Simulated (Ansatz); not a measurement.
# H₈InNO₃Si: up Jacob's ladder to CCSD(T)

One table from this session's results is given with a row withheld; the runs are named, their logs left out.

The runs use Ansatz 0.2.0, Gaussian basis; functionals in def2-TZVPP, the program's frozen cores in correlated methods.

Levels to be run: LDA (SPW92), PBE-D4, revPBE-D4, BLYP-D4, r2SCAN-D4, B97M-V, PBE0-D4, B3LYP-D4, r2SCANh-D4, r2SCAN0-D4, HSE06-D4, BHLYP-D4, CAM-B3LYP-D4, LC-ωPBE, ωB97X-V, ωB97M-V, B2PLYP, PBE-QIDH; CCSD(T)/def2-SVP; MP2/def2-TZVPP; MP2/def2-QZVPP; RPA on PBE.

## The geometry

All runs share one geometry, relaxed beforehand with PBE0-D4 in a triple-zeta def2 set. In takes the def2 core potential; no spin-orbit term is included.

SMILES `[OH][In-]([OH])([OH])[NH2+][SiH3]`, 14 atoms, charge 0, spin multiplicity 1.

Atoms are counted from 1 here; the program's logs count them from 0.

Bond lengths: O1–In2 1.998 Å, O1–H7 0.960 Å, In2–O3 2.006 Å, In2–O4 1.998 Å, In2–N5 2.313 Å, O3–H8 0.960 Å, O4–H9 0.959 Å, N5–Si6 1.786 Å, N5–H10 1.016 Å, N5–H11 1.016 Å, Si6–H12 1.476 Å, Si6–H13 1.489 Å, Si6–H14 1.475 Å. Angles: In2–O1–H7 112.2°, O1–In2–O3 118.7°, O1–In2–O4 119.7°, O1–In2–N5 98.0°, O3–In2–O4 118.7°, O3–In2–N5 92.9°, O4–In2–N5 96.2°, In2–O3–H8 112.7°, In2–O4–H9 112.6°, In2–N5–Si6 112.9°, In2–N5–H10 103.9°, In2–N5–H11 104.8°, Si6–N5–H10 113.5°, Si6–N5–H11 113.5°, H10–N5–H11 107.5°, N5–Si6–H12 107.5°, N5–Si6–H13 108.5°, N5–Si6–H14 107.5° and more.

Set-up of the first run:

Contents of in.yaml:

```yaml
crystal:
  periodic: [false, false, false]
  atoms:
    - {symbol: O, position_ang: [-2.102609, -1.676428, 0.524725]}
    - {symbol: In, position_ang: [-0.505109, -0.619093, 1.091129]}
    - {symbol: O, position_ang: [1.321944, -1.362340, 0.727011]}
    - {symbol: O, position_ang: [-0.702377, 0.801483, 2.482750]}
    - {symbol: N, position_ang: [-0.411740, 0.817848, -0.719038]}
    - {symbol: Si, position_ang: [1.121222, 0.693789, -1.626473]}
    - {symbol: H, position_ang: [-1.882677, -2.589699, 0.328980]}
    - {symbol: H, position_ang: [1.946925, -1.170028, 1.429204]}
    - {symbol: H, position_ang: [-1.507089, 0.705116, 2.996194]}
    - {symbol: H, position_ang: [-0.567750, 1.734902, -0.310012]}
    - {symbol: H, position_ang: [-1.230561, 0.588760, -1.274996]}
    - {symbol: H, position_ang: [2.209386, 1.100600, -0.716598]}
    - {symbol: H, position_ang: [1.066430, 1.635459, -2.778156]}
    - {symbol: H, position_ang: [1.231007, -0.689669, -2.126019]}
basis:
  gaussian: {orbitals: def2-TZVPP}
hamiltonian: {xc: lda}
output: {orbitals: {seedname: orbitals}}
```

Launch:

```console
> ansatz run in.yaml --threads 4 --pin off --events-out ev --progress --plain --max-ram 11315MiB
```

Steps of the session up to this table: LDA; PBE-D4 (GGA); revPBE-D4 (GGA); BLYP-D4 (GGA); r2SCAN-D4 (meta-GGA); B97M-V (meta-GGA); PBE0-D4 (hybrid); B3LYP-D4 (hybrid); r2SCANh-D4 (hybrid); r2SCAN0-D4 (hybrid); HSE06-D4 (hybrid); BHLYP-D4 (hybrid); CAM-B3LYP-D4 (range-separated); LC-ωPBE (range-separated); ωB97X-V (range-separated); ωB97M-V (range-separated); B2PLYP (double hybrid); PBE-QIDH (double hybrid).

One table of the session follows, with a row left open; its other results are not shown here.

It belongs to the step «Orbital energies across the functionals». 

| functional | HOMO (eV) | gap (eV) |
| --- | --- | --- |
| LDA (SPW92) | -6.43 | 4.27 |
| PBE-D4 | -6.20 | 4.32 |
| revPBE-D4 | -6.12 | 4.37 |
| BLYP-D4 | -6.11 | 4.26 |
| r2SCAN-D4 | -6.56 | 5.00 |
| B97M-V | -6.64 | 4.85 |
| PBE0-D4 | -7.88 | 6.88 |
| B3LYP-D4 | -7.61 | 6.29 |
| r2SCANh-D4 | -7.19 | 5.94 |
| r2SCAN0-D4 | -8.15 | 7.35 |
| HSE06-D4 | -7.46 | 6.10 |
| BHLYP-D4 | ? | ? |
| CAM-B3LYP-D4 | -9.38 | 9.27 |
| LC-ωPBE | -10.75 | 11.94 |
| ωB97X-V | -10.40 | 11.37 |
| ωB97M-V | -10.35 | 11.01 |

Estimate the missing values for BHLYP-D4.

Worked estimate for «HOMO (eV)». Against the share of exact exchange, BLYP-D4 (0, -6.11), B3LYP-D4 (0.2, -7.61) give a slope of -7.50 per unit share; at 0.5 the line stands at -9.86.

**Answer.** HOMO (eV): -9.49; gap (eV): 9.27. In «HOMO (eV)» the line misses by -0.37.
